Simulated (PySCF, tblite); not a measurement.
**delta-Valerolactam (C₅H₉NO): infrared bands and NMR shifts**

Aim: predict the infrared bands and NMR shifts of delta-Valerolactam (C₅H₉NO) (`O=C1CCCCN1`).

The runs use tblite 0.8.0 and PySCF 2.14.0, with density-fitted response routines of our own; the level of theory stands in each step. All values are computed, except where a source is named. Atoms are numbered from 0 throughout.

## Step 1: The molecule as given

16 atoms, charge 0, multiplicity 1; geometry from: GFN2-xTB.

Bonds of the start (Å): O0–C1 1.21, C1–C2 1.52, C2–C3 1.52, C3–C4 1.52, C4–C5 1.52, C5–N6 1.45, N6–C1 1.35, C2–H7 1.09, C2–H8 1.09, C3–H9 1.09, C3–H10 1.09, C4–H11 1.09, C4–H12 1.09, C5–H13 1.09, C5–H14 1.10, N6–H15 1.01.

## Step 2: Harmonic vibrations with GFN2-xTB

The job: settings as JSON, then the geometry in Å.

```
{"job": {"kind": "ir", "xc": "GFN2-xTB", "basis": "xTB"}, "charge": 0, "multiplicity": 1}
O      2.490186     1.270524    -0.078896
C      1.399719     0.735712    -0.057249
C      1.197260    -0.710062    -0.469939
C     -0.098274    -1.321098     0.048615
C     -1.252953    -0.377250    -0.262830
C     -1.039992     0.921655     0.503479
N      0.292971     1.434299     0.279632
H      1.203647    -0.720740    -1.563785
H      2.068645    -1.277143    -0.139363
H     -0.032677    -1.473484     1.128276
H     -0.260131    -2.294291    -0.417989
H     -1.279130    -0.173103    -1.334853
H     -2.208474    -0.815466     0.026999
H     -1.762302     1.679174     0.183529
H     -1.193181     0.742112     1.577791
H      0.467087     2.388105     0.565172
```

**Question.** This job is followed by: GIAO PBE0/pcSseg-1 NMR shielding, non-relativistic, gas phase. What will the session give for the following? strongest single infrared mode (GFN2-xTB); zero-point energy (GFN2-xTB); 13C shifts against TMS (PBE0/pcSseg-1); 1H shifts against TMS (PBE0/pcSseg-1, means over atoms taken as alike); 17O shifts against H2O (PBE0/pcSseg-1); 15N shifts against NH3 (PBE0/pcSseg-1).

As calculated:

| quantity | value |
| --- | --- |
| strongest single infrared mode (GFN2-xTB) | 1738 cm⁻¹, 610 km/mol |
| zero-point energy (GFN2-xTB) | 86.0 kcal/mol |
| 13C shifts against TMS (PBE0/pcSseg-1) | 169.5, 46.0, 34.9, 27.0, 25.8 ppm |
| 1H shifts against TMS (PBE0/pcSseg-1, means over atoms taken as alike) | 4.59, 3.44, 2.29, 1.70, 1.66 ppm |
| 17O shifts against H2O (PBE0/pcSseg-1) | 428.6 ppm |
| 15N shifts against NH3 (PBE0/pcSseg-1) | 130.0 ppm |

In words: No mode is imaginary among the 42: a minimum at this level. The strongest single mode, at 1738 cm⁻¹, moves mainly C1 and O0. GFN2-xTB is a fitted tight-binding method: band positions and strengths are rough. Its intensities can rank the bands wrongly. C1 (amide carbonyl carbon) lies farthest downfield among carbon, at 169.5 ppm; it is a carbonyl in resonance with an O or N lone pair, the region of acids, esters and amides. At PBE0/pcSseg-1: The largest span, 664 ppm, is at O0, where the paramagnetic term is -490 ppm.
